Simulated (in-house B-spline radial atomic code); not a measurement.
**I: excited configurations**

Wanted: excitation energies of I as differences of total energies (ΔSCF).

The numbers are computed with in-house B-spline radial atomic code version 1 (scalar-relativistic (spin-free one-electron X2C) PBEsol, spin-polarised, spherical fractional occupations, Fermi nucleus, basis-set limit), except any that are marked as measured or tabulated.

## (1) Starting point

```
element       : iodine (Z = 53)
charge        : 0
electrons     : 53
configuration : [Kr] 4d10 5s2 5p5
Hamiltonian   : scalar-relativistic (X2C)
nucleus       : Fermi, rms radius 4.750 fm
```

Outer shells as boxes (Hund's rule):

[Kr] 4d10 5s2 5p5
```
[Kr] core
4d [↑↓][↑↓][↑↓][↑↓][↑↓]
5s [↑↓]
5p [↑↓][↑↓][↑ ]
```

Where spins are not typed, each open shell is filled with up spins first.

Input settings:

```ini
Z = 53
electrons = 53.0
configuration = [Kr] 4d10 5s2 5p5
hamiltonian = x2c
method = pbesol
spin_polarised = True
nucleus = fermi
rms_radius = 4.75
mass_number = 127
atomic_mass = 126.904472592
speed_of_light = 137.035999084
```

The reference is known from an earlier run: -7112.158960 hartree in all. Up to eight levels, counted from the top:

```
orbital  occupation  energy (eV)  <r> (bohr)
  4p up           3      -127.36      0.7922
4p down           3      -127.29      0.7920
  4d up           5      -50.200      0.9229
4d down           5      -50.095      0.9214
  5s up           1      -17.693       1.966
5s down           1      -17.092       1.964
  5p up           3       -7.378       2.460
5p down           2       -6.771       2.480
```

## (2) Run with 1s2 2s2 2p6 3s2 3p6 3d10 4s2 4p6 4d10 5s0,1 5p3,2 6d0,1

In configurations, two counts after a shell (as in p1,2) give the electrons with spin up and with spin down.

Input settings:

```ini
Z = 53
electrons = 53.0
configuration = 1s2 2s2 2p6 3s2 3p6 3d10 4s2 4p6 4d10 5s0,1 5p3,2 6d0,1
hamiltonian = x2c
method = pbesol
spin_polarised = True
nucleus = fermi
rms_radius = 4.75
mass_number = 127
atomic_mass = 126.904472592
speed_of_light = 137.035999084
```

## (3) Run with 1s2 2s2 2p6 3s2 3p6 3d10 4s2 4p2,3 4d10 5s2 5p6

Settings: those of step 2 with these lines changed.

```diff
@@ -2,3 +2,3 @@
 electrons = 53.0
-configuration = 1s2 2s2 2p6 3s2 3p6 3d10 4s2 4p6 4d10 5s0,1 5p3,2 6d0,1
+configuration = 1s2 2s2 2p6 3s2 3p6 3d10 4s2 4p2,3 4d10 5s2 5p6
 hamiltonian = x2c
```

## (4) Configuration 1s2 2s2 2p6 3s2 3p6 3d10 4s2 4p6 4d4,5 5s2 5p2,3 5f1,0

Settings: those of step 3 with these lines changed.

```diff
@@ -2,3 +2,3 @@
 electrons = 53.0
-configuration = 1s2 2s2 2p6 3s2 3p6 3d10 4s2 4p2,3 4d10 5s2 5p6
+configuration = 1s2 2s2 2p6 3s2 3p6 3d10 4s2 4p6 4d4,5 5s2 5p2,3 5f1,0
 hamiltonian = x2c
```

## (5) 1s2 2s2 2p6 3s2 3p6 3d4,5 4s2 4p6 4d10 5s2 5p6

Settings: those of step 4 with these lines changed.

```diff
@@ -2,3 +2,3 @@
 electrons = 53.0
-configuration = 1s2 2s2 2p6 3s2 3p6 3d10 4s2 4p6 4d4,5 5s2 5p2,3 5f1,0
+configuration = 1s2 2s2 2p6 3s2 3p6 3d4,5 4s2 4p6 4d10 5s2 5p6
 hamiltonian = x2c
```

How far above the reference does each configuration lie (order and size, in eV)?

The runs gave:

| net move | configuration | 2|M_S|+1 | energy above the reference (eV) | largest <r> (bohr) |
| --- | --- | --- | --- | --- |
| 5s → 6d, spins typed | 1s2 2s2 2p6 3s2 3p6 3d10 4s2 4p6 4d10 5s0,1 5p3,2 6d0,1 | 2 | 20.928 | 14.0 |
| 4d → 5f, spins typed | 1s2 2s2 2p6 3s2 3p6 3d10 4s2 4p6 4d4,5 5s2 5p2,3 5f1,0 | 2 | 57.172 | 28.6 |
| 4p → 5p, spins typed | 1s2 2s2 2p6 3s2 3p6 3d10 4s2 4p2,3 4d10 5s2 5p6 | 2 | 123.68 | 2.35 |
| 3d → 5p, spins typed | 1s2 2s2 2p6 3s2 3p6 3d4,5 4s2 4p6 4d10 5s2 5p6 | 2 | 615.43 | 2.33 |

What this shows: The energies run from 20.928 eV (5s → 6d, spins typed) to 615.43 eV (3d → 5p, spins typed). 4 of them lie more than 60 % above minus the reference's highest level (6.771 eV), in the range where a state can decay by emitting an electron. These are spherical averages at the typed spins, not spectroscopic levels.
